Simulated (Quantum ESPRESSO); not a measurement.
NiO:

```
Ni O
1.0
     3.11586    0.00000    0.00000
     0.00000    3.11586    0.00000
     0.00000    0.00000    4.56222
Ni O
2 2
Direct
  0.00000 0.00000 0.00000
  0.50000 0.50000 0.00000
  0.50000 0.00000 0.26700
  0.00000 0.50000 0.73300
```

The cell was built by a generator and needn't be a form met in nature.

Base run:

| Property | Result |
| --- | --- |
| Program | Quantum ESPRESSO 7.5 |
| Functional | LDA |
| Potentials or basis | GBRV 1.5 LDA |
| Cutoff | 612 eV |
| Density cutoff | 4898 eV |
| k mesh | 6 × 6 × 4 |
| Occupations | gaussian, width 0.05 eV |
| Spin | collinear spin, ferromagnetic start |
| Starting moments | [2.0, 2.0, 0.0, 0.0] μB |
| Hubbard terms | Ni d U = 3 eV |

Its results: band gap on the k mesh none (metal or under the smearing width); pressure 8.8 GPa; net moment 4.00 μB per cell; site moments Ni +1.39; O +0.58 μB; largest force 1.348 eV/Å.

Q: After a change of settings the same cell gave: band gap on the k mesh none (metal or under the smearing width); pressure 23.2 GPa; net moment 3.98 μB per cell; site moments Ni +1.56; O +0.33 μB; largest force 0.318 eV/Å. Which change was it?
A. hubbard terms from Ni d U = 3 eV to none
B. hubbard terms from Ni d U = 3 eV to Ni d U = 8 eV
C. hubbard terms from Ni d U = 3 eV to Ni d U = 5 eV

A: B.

Caveats: forces of over 1 eV/Å show positions far from the minimum, so gaps and moduli don't describe the material at rest (some runs).
